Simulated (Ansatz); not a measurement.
# Bi2Te3: the cost of one run

Computed with Ansatz 0.2.0 (DFT PBE, spin-orbit coupling, plane waves, PAW, and further levels as typed in the inputs, unless a step's input says otherwise).

## (1) The system as given

The structure is trigonal, space group R-3m (No. 166). The conventional cell has a = 4.386 Å, b = 4.386 Å, c = 30.497 Å, α = 90.00°, β = 90.00°, γ = 120.00°. Around Bi (site symmetry 3m) lie 6 Te at 3.07 to 3.25 Å. Te (site symmetry -3m) is surrounded by 6 Bi at 3.25 Å. Te (site symmetry 3m) is surrounded by 3 Bi at 3.07 Å.

As a file:

```cif
data_structure
_symmetry_space_group_name_H-M 'P 1'
_symmetry_Int_Tables_number 1
_cell_length_a 10.4763
_cell_length_b 10.4763
_cell_length_c 10.4763
_cell_angle_alpha 24.166
_cell_angle_beta 24.166
_cell_angle_gamma 24.166
_cell_volume 169.36
loop_
_atom_site_label
_atom_site_type_symbol
_atom_site_fract_x
_atom_site_fract_y
_atom_site_fract_z
_atom_site_occupancy
Bi1 Bi 0.40000 0.40000 0.40000 1
Bi2 Bi 0.60000 0.60000 0.60000 1
Te1 Te 0.00000 0.00000 0.00000 1
Te2 Te 0.20950 0.20950 0.20950 1
Te3 Te 0.79050 0.79050 0.79050 1
```

The structure rests on an entry of the Crystallography Open Database; cell or positions may have been set otherwise for this series.

## (2) Single point: Bi2Te3

Contents of input.yaml:

```yaml
crystal:
  lattice:
    - [2.193, 1.2661291403, 10.1656666667]
    - [-2.193, 1.2661291403, 10.1656666667]
    - [0.0, -2.5322582807, 10.1656666667]
  atoms:
    - { symbol: Bi, position: [0.4, 0.4, 0.4] }
    - { symbol: Bi, position: [0.6, 0.6, 0.6] }
    - { symbol: Te, position: [1.0, 0.0, 0.0] }
    - { symbol: Te, position: [0.2095, 0.2095, 0.2095] }
    - { symbol: Te, position: [0.7905, 0.7905, 0.7905] }
scf:
  occupations: { method: fixed }
output:
  forces: false
  stress: false
  eigenvalues: true
  eigenstates:
    kpoints:
      - [0.5, 0.5, 0.5]
      - [0.5, 0.5, 0.479167]
      - [0.5, 0.5, 0.458333]
      - [0.5, 0.5, 0.4375]
      - [0.5, 0.5, 0.416667]
      - [0.5, 0.5, 0.395833]
      - [0.5, 0.5, 0.375]
      - [0.5, 0.5, 0.354167]
      - [0.5, 0.5, 0.333333]
      - [0.5, 0.5, 0.3125]
      - [0.5, 0.5, 0.291667]
      - [0.5, 0.5, 0.270833]
      - [0.5, 0.5, 0.25]
      - [0.5, 0.5, 0.229167]
      - [0.5, 0.5, 0.208333]
      - [0.5, 0.5, 0.1875]
      - [0.5, 0.5, 0.166667]
      - [0.5, 0.5, 0.145833]
      - [0.5, 0.5, 0.125]
      - [0.5, 0.5, 0.104167]
      - [0.5, 0.5, 0.083333]
      - [0.5, 0.5, 0.0625]
      - [0.5, 0.5, 0.041667]
      - [0.5, 0.5, 0.020833]
      - [0.5, 0.5, 0.0]
      - [0.5, 0.5, 0.5]
      - [0.5, 0.479167, 0.479167]
      - [0.5, 0.458333, 0.458333]
      - [0.5, 0.4375, 0.4375]
      - [0.5, 0.416667, 0.416667]
      - [0.5, 0.395833, 0.395833]
      - [0.5, 0.375, 0.375]
      - [0.5, 0.354167, 0.354167]
      - [0.5, 0.333333, 0.333333]
      - [0.5, 0.3125, 0.3125]
      - [0.5, 0.291667, 0.291667]
      - [0.5, 0.270833, 0.270833]
      - [0.5, 0.25, 0.25]
      - [0.5, 0.229167, 0.229167]
      - [0.5, 0.208333, 0.208333]
      - [0.5, 0.1875, 0.1875]
      - [0.5, 0.166667, 0.166667]
      - [0.5, 0.145833, 0.145833]
      - [0.5, 0.125, 0.125]
      - [0.5, 0.104167, 0.104167]
      - [0.5, 0.083333, 0.083333]
      - [0.5, 0.0625, 0.0625]
      - [0.5, 0.041667, 0.041667]
      - [0.5, 0.020833, 0.020833]
      - [0.5, 0.0, 0.0]
      - [0.0, 0.0, 0.0]
      - [0.041667, 0.041667, 0.041667]
      - [0.083333, 0.083333, 0.083333]
      - [0.125, 0.125, 0.125]
      - [0.166667, 0.166667, 0.166667]
      - [0.208333, 0.208333, 0.208333]
      - [0.25, 0.25, 0.25]
      - [0.291667, 0.291667, 0.291667]
      - [0.333333, 0.333333, 0.333333]
      - [0.375, 0.375, 0.375]
      - [0.416667, 0.416667, 0.416667]
      - [0.458333, 0.458333, 0.458333]
      - [0.5, 0.5, 0.5]
      - [0.0, 0.0, 0.0]
      - [0.041667, 0.041667, 0.0]
      - [0.083333, 0.083333, 0.0]
      - [0.125, 0.125, 0.0]
      - [0.166667, 0.166667, 0.0]
      - [0.208333, 0.208333, 0.0]
      - [0.25, 0.25, 0.0]
      - [0.291667, 0.291667, 0.0]
      - [0.333333, 0.333333, 0.0]
      - [0.375, 0.375, 0.0]
      - [0.416667, 0.416667, 0.0]
      - [0.458333, 0.458333, 0.0]
      - [0.5, 0.5, 0.0]
      - [0.0, 0.0, 0.0]
      - [0.041667, 0.0, 0.0]
      - [0.083333, 0.0, 0.0]
      - [0.125, 0.0, 0.0]
      - [0.166667, 0.0, 0.0]
      - [0.208333, 0.0, 0.0]
      - [0.25, 0.0, 0.0]
      - [0.291667, 0.0, 0.0]
      - [0.333333, 0.0, 0.0]
      - [0.375, 0.0, 0.0]
      - [0.416667, 0.0, 0.0]
      - [0.458333, 0.0, 0.0]
      - [0.5, 0.0, 0.0]
    e_range: [-1, 1]
  write_density: true
  write_potential: true
  elf: true
  volumetric_format: npy
kpoints:
  mp_grid: { grid: [16, 16, 16] }
magnetization:
  noncollinear: true
  spin_orbit: true
```

Launch:

```
> ansatz run input.yaml --threads 8 --pin off --max-ram 22528MiB --backend cpu --events-out ev --progress --plain --runs-dir out
```

**Question.** How long does this run take on 8 threads of Intel Xeon Platinum 8488C (Sapphire Rapids), shared host, and how much memory does it need?

About 2.8 min, with a peak of 7.9 GiB.
